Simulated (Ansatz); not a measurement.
# Hf2Pd2Se2Br2O3 (P1) in Ansatz: relaxation of cell and atoms with PBE+D3(BJ)-ATM

Aim: the relaxation of cell and atoms of Hf2Pd2Se2Br2O3 with PBE+D3(BJ)-ATM.

Everything below comes from runs of Ansatz 0.2.0. Logs are shortened: lines on timing, memory, paths and dates and some standing lists are left out, and cuts for length are marked.

## (1) The structure

The typed cell holds 11 atoms: a = 5.761 Å, b = 5.870 Å, c = 6.872 Å, α = 96.27°, β = 102.51°, γ = 95.11°.

The cell was built by a generator and needn't be a form met in nature.

## (2) Relaxation of cell and atoms, PBE+D3(BJ)-ATM

The input, input.yaml:

```yaml
crystal:
  lattice:
    - [5.76069, 0.00496, -0.00286]
    - [-0.5275, 5.84664, 0.03413]
    - [-1.48435, -0.92642, 6.64586]
  atoms:
    - { symbol: Hf, position: [0.7454, 0.39602, 0.34989] }
    - { symbol: Hf, position: [0.28763, 0.45322, 0.59401] }
    - { symbol: Pd, position: [0.90854, 0.13294, 0.84849] }
    - { symbol: Pd, position: [0.25249, 0.90323, 0.35874] }
    - { symbol: Se, position: [0.63469, 0.40355, 0.93716] }
    - { symbol: Se, position: [0.62597, 0.78174, 0.53023] }
    - { symbol: Br, position: [0.85273, 0.99089, 0.15355] }
    - { symbol: Br, position: [0.22526, 0.82084, 0.86223] }
    - { symbol: O, position: [0.9604, 0.28925, 0.59026] }
    - { symbol: O, position: [0.43233, 0.24524, 0.40864] }
    - { symbol: O, position: [0.07457, 0.58308, 0.36682] }
hamiltonian:
  xc: pbe
  pseudopotentials: { kind: paw }
  dispersion: d3bjatm
kpoints:
  mp_grid: { grid: [4, 4, 3] }
scf:
  occupations: { method: fermi_dirac, width: 0.05 }
output:
  forces: true
  stress: true
  eigenvalues: true
relax:
  f_tol: 0.01
  max_steps: 40
  cell: { stress_tol: 0.05 }
```

Potentials or basis: Ansatz PAW.

The run is started by

```bash
$ ansatz run input.yaml --threads 8 --pin off --max-ram 20480MiB --backend cpu --events-out ev --progress --plain --runs-dir out
```

Log:

```text
Warning: RAYON_NUM_THREADS=8 ignored (pool sized by the plan → 8); use --threads N
Engine: ansatz 0.2.0, aarch64-unknown-linux-gnu
Pseudopotentials: kind: paw
Pseudopotential: Hf, paw, valence charge 26, recommended cutoff 420 eV (normal), Hf.paw.azcp
Pseudopotential: Pd, paw, valence charge 18, recommended cutoff 420 eV (normal), Pd.paw.azcp
Pseudopotential: Se, paw, valence charge 16, recommended cutoff 420 eV (normal), Se.paw.azcp
Pseudopotential: Br, paw, valence charge 7, recommended cutoff 420 eV (normal), Br.paw.azcp
Pseudopotential: O, paw, valence charge 6, recommended cutoff 420 eV (normal), O.paw.azcp
Functional definition: PBE
  parameter kappa = 0.804
  parameter beta = 0.06672455060314922
  exchange = pbe_x(kappa = kappa, mu = beta*pi^2/3)
  correlation = pbe_c(beta = beta)
Crystal: 11 atoms, lattice volume = 224.010 Å³
Basis set: ecut = 420 eV, 4395 PW (Γ), exchange–correlation on 80×80×96 points (8 copies of the dense FFT grid, shifted against one another)
Bands: 92, of which v1, the nominal top of the filled ones, is band 76 counted from 1 (75 counted from 0)
Symmetry: 1 space group operations
Space group: P1 (ITA 1), of the structure as read, at distance tolerance 6.1e-5 Å
k-points: 26 of 48 (time reversal used)
Non-local potential: Hf, projectors of the file, l = 0: 3, l = 1: 2, l = 2: 2, l = 3: 3
Non-local potential: Pd, projectors of the file, l = 0: 2, l = 1: 2, l = 2: 2, l = 3: 1
Non-local potential: Se, projectors of the file, l = 0: 2, l = 1: 2, l = 2: 3, l = 3: 1
Non-local potential: Br, projectors of the file, l = 0: 2, l = 1: 2, l = 2: 2
Non-local potential: O, projectors of the file, l = 0: 2, l = 1: 2, l = 2: 1
PAW form: soft (Blöchl's): semilocal exchange-correlation on the pseudo side does not see the compensation charge
PAW one-centre angular grid: Hf, 590 points (default); XC on 64 Gauss nodes
PAW one-centre angular grid: Pd, 590 points (default); XC on 64 Gauss nodes
PAW one-centre angular grid: Se, 590 points (default); XC on 64 Gauss nodes
PAW one-centre angular grid: Br, 110 points (default); XC on 64 Gauss nodes
PAW one-centre angular grid: O, 110 points (default); XC on 64 Gauss nodes
Initial density: superposition of atomic densities (neutral atoms: chi_scale 0, normalization atom), corrected by the library's trained network
Initial wavefunctions: pseudopotential atomic-orbital guess
Functional: x = pbe(κ = 0.804, μ = 0.2195149727645171), c = pbe(β = 0.06672455060314922)
SCF iter   1: F=—  HF=-63606.171724 eV  |F-HF|=—  |Δ(HF+E_count)|=         —  Δρ=6.18e-3  dr2=8.73e-2  ethr=1.77e-3  ⟨swp⟩=6.0  Hψ=8411  notcnv=0  defer=102
preconditioner: auto → Resta (q_TF=auto, 2.558 Å⁻¹)  ε∞=5.6  [insulator: Δε(μ)=0.273 eV  Ē_g=11.603 eV  σ=0.050 eV  W_gap=0.87  n_scr=68 (ndim 8)  ℏωp=24.8 eV  f_vac=0.099  D(μ)=0.28/eV (n_scr^D=0)  ε∞_Penn≈5.6]
SCF iter   2: F=—  HF=-63606.160138 eV  |F-HF|=—  |Δ(HF+E_count)|=   1.16e-2  Δρ=3.10e-3  dr2=1.86e-2  ethr=5.74e-5  ⟨swp⟩=2.0  Hψ=3856  notcnv=0  defer=183
SCF iter   3: F=—  HF=-63606.158254 eV  |F-HF|=—  |Δ(HF+E_count)|=   1.88e-3  Δρ=1.60e-3  dr2=7.36e-3  ethr=1.23e-5  ⟨swp⟩=2.0  Hψ=4119  notcnv=0  defer=183
SCF iter   4: F=—  HF=-63606.157647 eV  |F-HF|=—  |Δ(HF+E_count)|=   6.06e-4  Δρ=5.49e-4  dr2=8.13e-4  ethr=4.84e-6  ⟨swp⟩=2.0  Hψ=2619  notcnv=0  defer=183
SCF iter   5: F=—  HF=-63606.157654 eV  |F-HF|=—  |Δ(HF+E_count)|=   7.00e-6  Δρ=3.20e-4  dr2=2.74e-4  ethr=5.35e-7  ⟨swp⟩=2.0  Hψ=4030  notcnv=0  defer=183
SCF iter   6: F=—  HF=-63606.157664 eV  |F-HF|=—  |Δ(HF+E_count)|=   9.59e-6  Δρ=1.08e-4  dr2=3.07e-5  ethr=1.80e-7  ⟨swp⟩=2.0  Hψ=2989  notcnv=0  defer=183
[... 106 lines left out ...]
SCF iter   6: F=-63606.206403 eV  HF=-63606.206403 eV  |F-HF|=1.75e-10  |Δ(HF+E_count)|=   1.16e-9  Δρ=1.11e-7  dr2=3.24e-11  ethr=1.00e-12  ⟨swp⟩=5.4  Hψ=8049  notcnv=0
SCF 9 converged in 6 iterations: F = -63606.206403 eV  dr2 = 3.24e-11
relax step   9: F+E_penalty+E_count = -63606.20640340 eV  Δ(F+E_penalty+E_count) = +1.693e-4 eV  max|allowed force component| = 2.994e-3 eV/Å  Δτ_max = 0.0000 Å  P = -0.001 GPa  Ω = 216.875 Å³  stress off target by 6.25e-3 GPa  SCF on the basis re-selected at this cell (its energy is not comparable with the rows above)  (6 SCF iters)
basis re-selected at this cell: Δ(F+E_penalty+E_count) = +1.693e-4 eV, ΔP = -0.001 GPa vs the last step (what re-selecting the basis moved, of the pressure what is left beyond the Pulay correction that the steps carried, after the strain that the cell walked since its last selection, with what the two solves' SCF thresholds leave and, on support functions, any second-order correction that the steps lacked; it is no measure of the basis error at this ecutwfc). This SCF's stress stands 6.25e-3 GPa from its target on what of the cell is left free (relax.cell.stress_tol is 5.00e-2 GPa) and its largest allowed force component is 2.99e-3 eV/Å (relax.f_tol is 1.00e-2 eV/Å): within both
SCF converged after 6 iterations
Free energy (F): -63606.206403 eV
Harris-Foulkes:  -63606.206403 eV  (|F-HF|=1.75e-10)
Internal energy: -63606.200770 eV  (E = F + TS)
E sigma→0 (E₀):  -63606.203587 eV
Entropy (-TS):   -0.005634 eV (-0.512 meV/atom)
Fermi energy:    10.082255 eV
--- Per-component energies (eV) ---
  E_band       = -1725.516002
  E_kinetic    = 2895.417637
  E_local      = -27668.654785  (includes V_loc(G=0)·N_el)
  E_nonlocal   = -2955.826046
  E_hartree    = 12571.284745
  E_xc         = -1892.004513
  E_vxc        = -1636.074539  (∫ρ·V_xc dr)
  E_paw        = -30145.959846  (= ΣΔE_a)
  E_vpaw       = 2497.045881  (= ΣTr[D̂ρ^β])
  E_aug_tail   = 0.006554  (compensation charges beyond the density's cutoff)
  E_ewald      = -16407.452375
  E_disp       = -3.012141  (pairwise vdW)
  E_smearing   = -0.005634  (= −TS)
  E_closure    = -0.000000  (closes the sum)
  Σ components = -63606.206403   (vs F -63606.206403, Δ=0.00e0)
--- Forces (eV/Å), atoms counted from 1 ---
  atom   1  Hf    -0.00016145    -0.00174725    -0.00112092
  atom   2  Hf    -0.00087492    -0.00219612    -0.00093475
  atom   3  Pd     0.00036633     0.00021256     0.00044846
  atom   4  Pd    -0.00006967    -0.00137698     0.00021017
  atom   5  Se     0.00044854    -0.00028551    -0.00046723
  atom   6  Se    -0.00093677     0.00299429     0.00179853
  atom   7  Br    -0.00037175     0.00026777    -0.00025968
  atom   8  Br     0.00040008     0.00086325    -0.00004953
  atom   9  O      0.00088937     0.00064169     0.00061516
  atom  10  O      0.00019740    -0.00019944     0.00016948
  atom  11  O      0.00011347     0.00082574    -0.00041153
  max |Σ_I F_I| component: 1.85e-6 eV/Å
--- Stress (GPa, compression-positive) ---
       -0.005104       0.002707       0.001284
        0.002707       0.002493      -0.000227
        0.001284      -0.000227      -0.000383
  P = ⅓ Tr σ = -0.0010 GPa (-0.010 kbar)
--- Band table (eV; the first three rows and the last of 26) ---
  k-point 0: bands = ["-74.1415", "-74.0255", "-52.4405", "-52.3259", "-40.2037", "-40.1620", "-40.0794", "-39.9994", "-39.2920", "-39.2392", "-37.1069", "-37.0832", "-37.0601", "-36.9775", "-36.9733", "-36.9322", "-36.9078", "-36.8594", "-36.7580", "-36.7559", "-21.4166", "-21.1952", "-21.1741", "-21.0977", "-21.0660", "-20.9485", "-8.7915", "-8.2997", "-8.0067", "-5.9760", "-4.5360", "-2.5771", "-2.3680", "-2.3523", "-2.3461", "-2.3399", "-2.3168", "-2.2986", "-2.2900", "-2.2486", "-2.2318", "-2.2236", "-2.2027", "-2.2015", "-2.1867", "-2.1432", "-2.0284", "3.4212", "3.9746", "4.0918", "4.5662", "4.9101", "5.0589", "5.1117", "5.2786", "5.4217", "5.4848", "6.0070", "6.1437", "6.4079", "6.6820", "6.8352", "7.1478", "7.3893", "7.7346", "7.8988", "8.0958", "8.3092", "8.3440", "8.4943", "8.7563", "8.8176", "9.0779", "9.2433", "9.6589", "9.7036", "10.4619", "10.5165", "12.6504", "13.1611", "13.1976", "13.3503", "13.4660", "13.6180", "13.9136", "14.4977", "15.2537", "15.4006", "15.9038", "16.5729", "16.9340", "17.2078"]
  k-point 1: bands = ["-74.1415", "-74.0255", "-52.4405", "-52.3259", "-40.2037", "-40.1620", "-40.0794", "-39.9995", "-39.2920", "-39.2392", "-37.1069", "-37.0832", "-37.0601", "-36.9775", "-36.9733", "-36.9322", "-36.9078", "-36.8594", "-36.7580", "-36.7559", "-21.4163", "-21.1951", "-21.1738", "-21.0981", "-21.0661", "-20.9488", "-8.7851", "-8.2982", "-8.0063", "-5.9835", "-4.5412", "-2.5713", "-2.3845", "-2.3589", "-2.3464", "-2.3400", "-2.3181", "-2.2983", "-2.2926", "-2.2446", "-2.2310", "-2.2231", "-2.2033", "-2.1999", "-2.1866", "-2.1523", "-2.0160", "3.3432", "3.8413", "4.3369", "4.4772", "4.8826", "5.0455", "5.2570", "5.3768", "5.4698", "5.6887", "5.9494", "6.0861", "6.3048", "6.8633", "6.9044", "7.0565", "7.3085", "7.6103", "7.7972", "8.0351", "8.2068", "8.3418", "8.5375", "8.7447", "8.8452", "8.9706", "9.3452", "9.5262", "9.6995", "10.2234", "10.8055", "12.6971", "12.9590", "13.3040", "13.5039", "13.5388", "13.7164", "14.3417", "14.6942", "15.1721", "15.5830", "15.7747", "16.1421", "16.8098", "16.8896"]
  k-point 2: bands = ["-74.1415", "-74.0255", "-52.4405", "-52.3259", "-40.2037", "-40.1620", "-40.0794", "-39.9994", "-39.2920", "-39.2392", "-37.1069", "-37.0832", "-37.0601", "-36.9775", "-36.9733", "-36.9322", "-36.9078", "-36.8594", "-36.7580", "-36.7559", "-21.4167", "-21.1955", "-21.1743", "-21.0976", "-21.0662", "-20.9485", "-8.7336", "-8.2955", "-8.0735", "-5.9685", "-4.5327", "-2.5847", "-2.3710", "-2.3514", "-2.3462", "-2.3396", "-2.3187", "-2.3020", "-2.2969", "-2.2487", "-2.2323", "-2.2258", "-2.2032", "-2.2012", "-2.1859", "-2.1545", "-2.0508", "3.5521", "3.9720", "4.2497", "4.5831", "4.7626", "5.0309", "5.0734", "5.2849", "5.5769", "5.7080", "5.9208", "6.2192", "6.3430", "6.6041", "6.8801", "7.0984", "7.3050", "7.6798", "7.8176", "7.9900", "8.2396", "8.3889", "8.4487", "8.6982", "8.7435", "8.9199", "9.1913", "9.5200", "9.6504", "10.6794", "10.9314", "12.5325", "13.1604", "13.2149", "13.2669", "13.5952", "13.7931", "14.0711", "14.5611", "15.3318", "15.4241", "16.0133", "16.4023", "16.9165", "17.1503"]
  k-point 25: bands = ["-74.1415", "-74.0255", "-52.4400", "-52.3264", "-40.2037", "-40.1620", "-40.0794", "-39.9994", "-39.2920", "-39.2392", "-37.1069", "-37.0832", "-37.0601", "-36.9775", "-36.9733", "-36.9322", "-36.9078", "-36.8594", "-36.7580", "-36.7559", "-21.3784", "-21.2469", "-21.1659", "-21.1038", "-21.0257", "-20.9809", "-8.6107", "-8.3636", "-8.1026", "-5.9436", "-4.5440", "-2.5986", "-2.3897", "-2.3573", "-2.3458", "-2.3383", "-2.3224", "-2.3090", "-2.2979", "-2.2551", "-2.2361", "-2.2240", "-2.2049", "-2.2000", "-2.1895", "-2.1682", "-2.0596", "3.3369", "3.9567", "4.1045", "4.5226", "4.7555", "4.8869", "5.1934", "5.3427", "5.5299", "5.8584", "5.9613", "6.1984", "6.4989", "6.8307", "6.9907", "7.2954", "7.4261", "7.6036", "7.8685", "7.9483", "8.1455", "8.2608", "8.4786", "8.6340", "8.8532", "9.0451", "9.2143", "9.4999", "9.6805", "10.3860", "10.9056", "12.5281", "12.7465", "12.9901", "13.4639", "13.6476", "13.9103", "14.6893", "15.1914", "15.2877", "15.4626", "15.9990", "16.1852", "16.7802", "17.2446"]
--- Relaxed structure (7 steps of the walk, 7 accepted, 2 SCFs on fresh bases) ---
  F+E_penalty+E_count = -63606.20640340 eV   max|allowed force component| = 2.994e-3 eV/Å   (the final SCF, on the basis selected at the relaxed cell)
  cell:  # Å, volume = 216.8753 Å³
    - [5.720667043735297, 0.003090790092121255, -0.006596919406052671]
    - [-0.5257203870947464, 5.789337007690007, 0.003222472309542035]
    - [-1.4780739243628653, -0.9517947934459827, 6.549343152493774]
  atoms:
    - { symbol: Hf, position: [0.7442044891360576, 0.39592319035590506, 0.3477746831364395] }
    - { symbol: Hf, position: [0.28878133565452835, 0.4541903379432246, 0.5959775468267267] }
    - { symbol: Pd, position: [0.9101558103977121, 0.1313269878714685, 0.8491572623877888] }
    - { symbol: Pd, position: [0.25107292774046, 0.9028791560956966, 0.35782960407550746] }
    - { symbol: Se, position: [0.6346352632285631, 0.4048807554186672, 0.9360360273668489] }
    - { symbol: Se, position: [0.6282683874705248, 0.7858310477057434, 0.531671003159503] }
    - { symbol: Br, position: [0.8467338073908979, 0.9843049247053209, 0.15246291103257542] }
    - { symbol: Br, position: [0.23101051864850528, 0.8249401805995419, 0.8684399312583417] }
    - { symbol: O, position: [0.9605347946433148, 0.2896405405490541, 0.5918579765525187] }
    - { symbol: O, position: [0.43001991843119525, 0.24418422003495732, 0.4045809432395699] }
    - { symbol: O, position: [0.07459274725824068, 0.5818986587204219, 0.36423211096418084] }
```

Run time: 85 s. Hardware: 8 threads of Arm Neoverse V1, shared host; peak memory 1.4 GiB.

Results:

| Quantity | Value |
| --- | --- |
| Free energy | -63606.2064 eV |
| Relaxed volume | 19.72 Å³/atom |
| Relaxed cell | a = 5.721 Å, b = 5.813 Å, c = 6.781 Å, α = 96.87°, β = 102.66°, γ = 95.16° |
| Space group after relaxing (to 0.05 Å) | P1 (No. 1) |
| Energy gained by relaxing | 4.4 meV/atom |
| Ionic steps | 9 |
| Pressure after relaxing | 0.0 GPa |
| Largest force after relaxing | 0.004 eV/Å |
| Band gap on the k mesh | 0.18 eV, indirect (least direct gap 0.38 eV) |

Forces in eV/Å, atoms in the order of the input:
```
Hf   0.000 -0.002 -0.001
Hf  -0.001 -0.002 -0.001
Pd   0.000  0.000  0.000
Pd   0.000 -0.001  0.000
Se   0.000  0.000  0.000
Se  -0.001  0.003  0.002
Br   0.000  0.000  0.000
Br   0.000  0.001  0.000
O    0.001  0.001  0.001
O    0.000  0.000  0.000
O    0.000  0.001  0.000
```

The path:
```tsv
step	energy change (eV)	largest force (eV/Å)	volume (Å³)
1	0.0000	0.0233	224.01
2	-0.0216	0.2794	212.81
3	-0.0541	0.0649	217.66
4	-0.0555	0.0480	217.29
5	-0.0563	0.0151	217.04
6	-0.0563	0.0040	217.03
7	-0.0488	0.0043	217.03
8	-0.0490	0.0036	216.88
9	-0.0488	0.0036	216.88
```

Final structure:
```
Hf Pd Se Br O
1.0
     5.72067    0.00309   -0.00660
    -0.52572    5.78934    0.00322
    -1.47807   -0.95179    6.54934
Hf Pd Se Br O
2 2 2 2 3
Direct
  0.74420 0.39592 0.34777
  0.28878 0.45419 0.59598
  0.91016 0.13133 0.84916
  0.25107 0.90288 0.35783
  0.63464 0.40488 0.93604
  0.62827 0.78583 0.53167
  0.84673 0.98430 0.15246
  0.23101 0.82494 0.86844
  0.96053 0.28964 0.59186
  0.43002 0.24418 0.40458
  0.07459 0.58190 0.36423
```

Levels at points of the mesh, in eV from the valence-band top:
| k point | band 73 | band 74 | band 75 | band 76 | band 77 | band 78 | band 79 | band 80 |
| --- | --- | --- | --- | --- | --- | --- | --- | --- |
| (0.00, 0.00, 0.00) | -0.90 | -0.73 | -0.32 | -0.27 | 0.48 | 0.54 | 2.67 | 3.18 |
| (0.00, -0.50, 0.00) | -1.13 | -0.83 | -0.49 | -0.28 | 0.85 | 1.25 | 2.53 | 3.00 |
| (-0.50, 0.00, 0.00) | -1.15 | -1.00 | -0.58 | 0.00 | 0.93 | 1.26 | 2.64 | 2.86 |
| (-0.50, -0.50, 0.00) | -1.10 | -0.78 | -0.57 | -0.20 | 0.18 | 0.98 | 2.48 | 2.68 |

Caveat: odd divisions of the mesh miss points on the zone boundary, where band edges often lie, so the gap on the mesh can be too wide; the plane-wave basis is chosen anew once the cell has moved, so the energies of steps on either side of that aren't comparable; spin-orbit coupling is left out, which moves the levels of the heavy elements.
